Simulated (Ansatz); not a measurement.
Runs of Ansatz 0.2.0 on Ba2Tl5V3O12. The structure is tetragonal, space group P-4 (No. 81). The conventional cell has a = 6.545 Å, b = 6.545 Å, c = 13.575 Å, α = 90.00°, β = 90.00°, γ = 90.00°. Ba (site symmetry 2) is surrounded by 8 O at 2.82 to 2.88 Å. V (site symmetry -4) has 4 O at 1.73 Å as nearest neighbours. Around V (site symmetry -4) lie 4 O at 1.74 Å. V (site symmetry -4) has 4 O at 1.73 Å as nearest neighbours. Tl (site symmetry 2) is surrounded by 4 O at 2.65 to 2.67 Å. Tl (site symmetry 2) is surrounded by 4 O at 2.69 Å. Around Tl (site symmetry -4) lie 4 O at 3.29 Å and 4 Tl at 3.30 Å. Around O (site symmetry 1) lie 1 V at 1.73 Å. The cell was built by a generator and needn't be a form met in nature.

| task | level | potentials or basis | U | cell | k mesh | cutoff (eV) | smearing | hubbard projectors | double counting | gap on the mesh (eV) | pressure (GPa) | moment (μB) | relaxed volume (Å³/atom) | largest force (eV/Å) |
| --- | --- | --- | --- | --- | --- | --- | --- | --- | --- | --- | --- | --- | --- | --- |
| projected density of states | PBE+U | Ansatz PAW | V d U = 2 eV | as given | 4 × 4 × 2 | 420 | fermi-dirac 0.05 eV | ortho-atomic (the default) | fll (the default) | 0.96 | 0.1 | 0.00 | - | (d) |
| relaxation of cell and atoms | RPBE | Ansatz PAW | - | relaxed | 3 × 3 × 2 | 420 | fermi-dirac 0.05 eV | - | - | 0.63 | 0.0 | 0.00 | 30.28 | - |
| relaxation of cell and atoms | PBEsol+D3(BJ) | Ansatz PAW | - | relaxed | 3 × 3 × 2 | 420 | fermi-dirac 0.05 eV | - | - | 0.87 | 0.0 | 0.00 | (a) | - |
| single point | PBE | PseudoDojo standard (PBE files) | - | as given | 4 × 4 × 2 | 1143 | fermi-dirac 0.05 eV | - | - | 0.94 | -0.1 | 0.00 | - | 0.04 |
| projected density of states | PBE+U | Ansatz PAW | V d U = 6 eV | as given | 4 × 4 × 2 | 420 | fermi-dirac 0.05 eV | ortho-atomic (the default) | fll (the default) | 0.96 | 0.4 | 0.00 | - | 0.18 |
| projected density of states | PBE+U | Ansatz PAW | V d U = 4 eV | as given | 4 × 4 × 2 | 420 | fermi-dirac 0.05 eV | ortho-atomic (the default) | fll (the default) | 0.96 | 0.2 | 0.00 | - | 0.11 |
| Born charges and dielectric tensor | PBE | Ansatz PAW | - | as given | 3 × 3 × 2 | 420 | gaussian 0.01 eV | - | - | (b) | - | 0.00 | - | - |
| relaxation of cell and atoms | r2SCAN+D4 | Ansatz PAW | - | relaxed | 3 × 3 × 2 | 500 | fermi-dirac 0.05 eV | - | - | (c) | 0.0 | 0.00 | 20.76 | - |

Alike in all rows: spin collinear, ferromagnetic start.

Estimate the missing entries.

(a) 19.25; (b) 1.01; (c) 1.15; (d) 0.05.

Caveats: spin-orbit coupling is left out, which as a rule narrows the gap of such compounds by several tenths of an eV; the magnetic or orbital state may not be the lowest (some runs); odd divisions of the mesh miss points on the zone boundary, where band edges often lie, so the gap on the mesh can be too wide (some runs); the density of states is complete only up to the lowest level of the last band computed (some runs); the plane-wave basis is chosen anew once the cell has moved, so the energies of steps on either side of that aren't comparable (some runs); the PAW data sets come from PBE, with cores solved anew for the run's functional, which leaves a small shift of forces and pressure (some runs); the volume moved by over 15 % at a fixed basis, so the end points are rough (some runs).

A k mesh can miss the band edges, and the runs leave out spin-orbit coupling on Ba, Tl.

Not every run made on this cell is shown here.
